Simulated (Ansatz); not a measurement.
# GeBH₅: up Jacob's ladder to CCSD(T)

One table from this session's results is given with a row withheld; the runs are named, their logs left out.

Method: functionals in def2-TZVPP, the program's frozen cores in correlated methods; program: Ansatz 0.2.0, Gaussian basis.

Plan: LDA (SPW92), PBE-D4, revPBE-D4, BLYP-D4, r2SCAN-D4, B97M-V, PBE0-D4, B3LYP-D4, r2SCANh-D4, r2SCAN0-D4, HSE06-D4, BHLYP-D4, CAM-B3LYP-D4, LC-ωPBE, ωB97X-V, ωB97M-V, B2PLYP, PBE-QIDH; CCSD(T)/def2-SVP; CCSD(T)/def2-TZVPP; MP2/def2-QZVPP; extrapolation to the limit; RPA on PBE.

### The relaxed structure

All runs share one geometry, relaxed beforehand with PBE0-D4 in a triple-zeta def2 set.

7 atoms, charge 0, spin multiplicity 1.

Atoms are counted from 1 here; the program's logs count them from 0.

Bond lengths: B1–Ge2 2.056 Å, B1–H3 1.195 Å, B1–H4 1.194 Å, Ge2–H5 1.542 Å, Ge2–H6 1.542 Å, Ge2–H7 1.538 Å. Angles: Ge2–B1–H3 119.1°, Ge2–B1–H4 122.6°, H3–B1–H4 118.3°, B1–Ge2–H5 109.6°, B1–Ge2–H6 109.7°, B1–Ge2–H7 114.9°, H5–Ge2–H6 106.6°, H5–Ge2–H7 107.9°, H6–Ge2–H7 107.9°.

As a file:

```
B     0.00751   -1.21976    0.26814
Ge    0.04891    0.78607   -0.18343
H    -1.04443   -1.78460    0.31278
H     0.99774   -1.84931    0.48855
H    -0.60111    1.01967   -1.56217
H    -0.79980    1.56620    0.84074
H     1.45247    1.41373   -0.21032
```

Set-up of the first run:

in.yaml

```yaml
crystal:
  periodic: [false, false, false]
  atoms:
    - {symbol: B, position_ang: [0.007514, -1.219761, 0.268141]}
    - {symbol: Ge, position_ang: [0.048913, 0.786073, -0.183426]}
    - {symbol: H, position_ang: [-1.044429, -1.784605, 0.312779]}
    - {symbol: H, position_ang: [0.997738, -1.849310, 0.488553]}
    - {symbol: H, position_ang: [-0.601107, 1.019673, -1.562171]}
    - {symbol: H, position_ang: [-0.799795, 1.566202, 0.840742]}
    - {symbol: H, position_ang: [1.452467, 1.413727, -0.210316]}
basis:
  gaussian: {orbitals: def2-TZVPP}
hamiltonian: {xc: lda}
output: {orbitals: {seedname: orbitals}}
```

Steps of the session up to this table: LDA; PBE-D4 (GGA); revPBE-D4 (GGA); BLYP-D4 (GGA); r2SCAN-D4 (meta-GGA); B97M-V (meta-GGA); PBE0-D4 (hybrid); B3LYP-D4 (hybrid); r2SCANh-D4 (hybrid); r2SCAN0-D4 (hybrid); HSE06-D4 (hybrid); BHLYP-D4 (hybrid); CAM-B3LYP-D4 (range-separated); LC-ωPBE-D4 (range-separated; the results give it without D4); ωB97X-V (range-separated); ωB97M-V (range-separated); B2PLYP (double hybrid); PBE-QIDH (double hybrid).

One table of the session follows, with a row left open; its other results are not shown here.

It belongs to the step «Orbital energies across the functionals». 

| functional | HOMO (eV) | LUMO (eV) | gap (eV) |
| --- | --- | --- | --- |
| LDA (SPW92) | -7.27 | -3.70 | 3.57 |
| PBE-D4 | -7.18 | -3.44 | 3.74 |
| revPBE-D4 | -7.14 | -3.33 | 3.81 |
| BLYP-D4 | -7.06 | -3.28 | 3.78 |
| r2SCAN-D4 | -7.46 | -3.08 | 4.38 |
| B97M-V | -7.56 | -3.22 | 4.34 |
| PBE0-D4 | -8.37 | -2.43 | 5.94 |
| B3LYP-D4 | -8.17 | -2.65 | 5.52 |
| r2SCANh-D4 | -7.89 | -2.73 | 5.16 |
| r2SCAN0-D4 | -8.54 | -2.22 | 6.32 |
| HSE06-D4 | -7.97 | -2.81 | 5.16 |
| BHLYP-D4 | -9.47 | -1.37 | 8.10 |
| CAM-B3LYP-D4 | -9.72 | -1.31 | 8.41 |
| LC-ωPBE | ? | ? | ? |
| ωB97X-V | -10.72 | -0.20 | 10.51 |
| ωB97M-V | -10.53 | -0.47 | 10.06 |

Q: Estimate the row for LC-ωPBE from the others.

The run gave: HOMO (eV): -11.08; LUMO (eV): -0.09; gap (eV): 10.99. In the column «HOMO (eV)» it is the lowest.
